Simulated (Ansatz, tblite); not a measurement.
**The cluster Al₉N₈H₂₄−: a ladder of methods and basis sets**

Aim: run the singlet of the cluster Al₉N₈H₂₄− at one geometry on many levels, and compare frontier levels, spin and run time.

Computed with Ansatz 0.2.0, Gaussian basis. Level: as each input shows.

Levels to be run: GFN1-xTB, GFN2-xTB, PBE-D4/def2-TZVP, r2SCAN-D4/def2-TZVP, PBE-QIDH/def2-TZVP, ωB97M-V/def2-TZVP, B97M-V/def2-TZVP, PBE-D4/def2-SVP, PBE0-D4/def2-SVP, HF/STO-3G, MP2/def2-SVP, RPA/def2-SVP.

## (1) The structure

The geometry is that of the singlet, from an earlier relaxation (PBE-D4/def2-SVP).

41 atoms, charge -1, spin multiplicity 1.

Bond lengths: N1–Al9 1.998 Å, N1–Al12 1.958 Å, N1–H18 1.034 Å, N1–H19 1.032 Å, N2–Al11 2.006 Å, N2–Al13 1.922 Å, N2–H20 1.030 Å, N2–H21 1.042 Å, N3–Al10 1.968 Å, N3–Al14 1.937 Å, N3–Al15 1.936 Å, N3–H22 1.036 Å, N4–Al11 1.925 Å, N4–Al14 1.999 Å, N4–Al16 1.898 Å, N4–H23 1.034 Å, N5–Al9 1.917 Å, N5–Al10 1.972 Å and more. Angles: Al9–N1–Al12 116.0°, Al9–N1–H18 108.5°, Al9–N1–H19 106.5°, Al12–N1–H18 110.2°, Al12–N1–H19 109.9°, H18–N1–H19 105.3°, Al11–N2–Al13 118.1°, Al11–N2–H20 109.4°, Al11–N2–H21 100.5°, Al13–N2–H20 113.5°, Al13–N2–H21 109.6°, H20–N2–H21 104.2°, Al10–N3–Al14 113.7°, Al10–N3–Al15 114.2°, Al10–N3–H22 103.6°, Al14–N3–Al15 113.4°, Al14–N3–H22 105.1°, Al15–N3–H22 105.5° and more.

The ion is computed in the gas phase, without counter-ions or solvent.

PBE0-D4/def2-TZVP was run before; its log isn't repeated, and its numbers join the tables.

## (2) GFN1-xTB

Tight binding, by tblite at 300 K electronic temperature and without a spin-polarisation term:

```python
tblite.interface.Calculator('GFN1-xTB', numbers, positions, charge=-1, uhf=0).singlepoint()
```

Energy -1381.3225 eV, HOMO -6.09 eV, LUMO -1.58 eV; 0.15 s.

## (3) GFN2-xTB

Tight binding, by tblite at 300 K electronic temperature and without a spin-polarisation term:

```python
tblite.interface.Calculator('GFN2-xTB', numbers, positions, charge=-1, uhf=0).singlepoint()
```

Energy -1258.5288 eV, HOMO -6.90 eV, LUMO -2.12 eV; 0.14 s.

## (4) PBE-D4/def2-TZVP

start.molden holds the orbitals of an earlier run on this state, given as this run's starting guess.

File in.yaml:

```yaml
crystal:
  periodic: [false, false, false]
  atoms:
    - {symbol: N, position_ang: [-1.892829, -1.240294, 2.818396]}
    - {symbol: N, position_ang: [1.052121, -2.349787, -0.105229]}
    - {symbol: N, position_ang: [-1.314557, 2.015384, -2.075587]}
    - {symbol: N, position_ang: [0.936953, -0.012930, -2.219494]}
    - {symbol: N, position_ang: [-1.229684, -0.317950, -0.063377]}
    - {symbol: N, position_ang: [0.960502, -0.337868, 2.147789]}
    - {symbol: N, position_ang: [0.834266, 1.973260, 0.035152]}
    - {symbol: N, position_ang: [3.105228, -0.143922, -0.028958]}
    - {symbol: Al, position_ang: [-2.283024, -1.603070, 0.893001]}
    - {symbol: Al, position_ang: [-2.498354, 0.804420, -1.073492]}
    - {symbol: Al, position_ang: [-0.168504, -1.285170, -1.288495]}
    - {symbol: Al, position_ang: [-0.030660, -1.480258, 3.375445]}
    - {symbol: Al, position_ang: [2.158697, -1.395878, 1.143861]}
    - {symbol: Al, position_ang: [-0.219836, 1.115307, -3.395786]}
    - {symbol: Al, position_ang: [-0.321070, 3.253087, -0.966255]}
    - {symbol: Al, position_ang: [2.035185, 1.113527, -1.158062]}
    - {symbol: Al, position_ang: [-0.260819, 0.807115, 1.112335]}
    - {symbol: H, position_ang: [-2.211385, -0.282384, 3.043317]}
    - {symbol: H, position_ang: [-2.505166, -1.865596, 3.364393]}
    - {symbol: H, position_ang: [1.571868, -3.032371, -0.675883]}
    - {symbol: H, position_ang: [0.357027, -2.926787, 0.413566]}
    - {symbol: H, position_ang: [-1.972304, 2.599970, -2.623260]}
    - {symbol: H, position_ang: [1.510942, -0.519149, -2.915168]}
    - {symbol: H, position_ang: [1.476861, 0.311683, 2.764106]}
    - {symbol: H, position_ang: [1.359317, 2.599384, 0.669471]}
    - {symbol: H, position_ang: [3.749353, -0.650776, -0.657261]}
    - {symbol: H, position_ang: [3.747161, 0.430087, 0.541302]}
    - {symbol: H, position_ang: [-1.625411, -3.086716, 0.680761]}
    - {symbol: H, position_ang: [-3.881114, -1.484756, 0.726029]}
    - {symbol: H, position_ang: [-3.295329, -0.127118, -2.133233]}
    - {symbol: H, position_ang: [-3.384061, 1.666565, -0.023816]}
    - {symbol: H, position_ang: [-0.800408, -2.376733, -2.278460]}
    - {symbol: H, position_ang: [0.369619, -3.014867, 3.026651]}
    - {symbol: H, position_ang: [0.175316, -0.977522, 4.899559]}
    - {symbol: H, position_ang: [3.268240, -2.267301, 1.918483]}
    - {symbol: H, position_ang: [-1.067131, 0.124425, -4.354161]}
    - {symbol: H, position_ang: [0.782244, 2.134891, -4.165067]}
    - {symbol: H, position_ang: [0.678131, 4.191108, -1.834851]}
    - {symbol: H, position_ang: [-1.246303, 4.039299, 0.103426]}
    - {symbol: H, position_ang: [3.176279, 1.988141, -1.875524]}
    - {symbol: H, position_ang: [-1.097373, 1.611559, 2.234387]}
basis:
  gaussian: {orbitals: def2-TZVP, fitting: {mean_field: def2-universal-jkfit}, initial_orbitals: start.molden}
total_charge: -1
hamiltonian: {xc: pbe, dispersion: d4}
scf: {omitted_lower_state_checks: [starts]}
output: {forces: true, orbitals: {seedname: orbitals}}
```

The run is started by

```sh
ansatz run in.yaml --threads 2 --pin off --events-out ev --progress --plain --max-ram 32768MiB --backend cuda --devices 0, --max-vram 18GiB
```

After this run come: r2SCAN-D4/def2-TZVP; PBE-QIDH/def2-TZVP; ωB97M-V/def2-TZVP; B97M-V/def2-TZVP; PBE-D4/def2-SVP; PBE0-D4/def2-SVP; HF/STO-3G; MP2/def2-SVP; RPA/def2-SVP.

Q: Predict the results of all the runs planned. Wanted: gap in def2-TZVP, named functionals, smallest and largest; correlation energy, MP2/def2-SVP; PBE0 total energy, smallest basis above largest.

As calculated:

```
                                                 quantity                                value
gap in def2-TZVP, named functionals, smallest and largest  3.83 eV (PBE-D4), 9.24 eV (ωB97M-V)
                         correlation energy, MP2/def2-SVP                            -55.50 eV
          PBE0 total energy, smallest basis above largest       34.22 eV (def2-SVP, def2-TZVP)
```

What this shows: Over the named functionals in def2-TZVP the gap runs from 3.83 eV (PBE-D4) to 9.24 eV (ωB97M-V); exact exchange widens it.
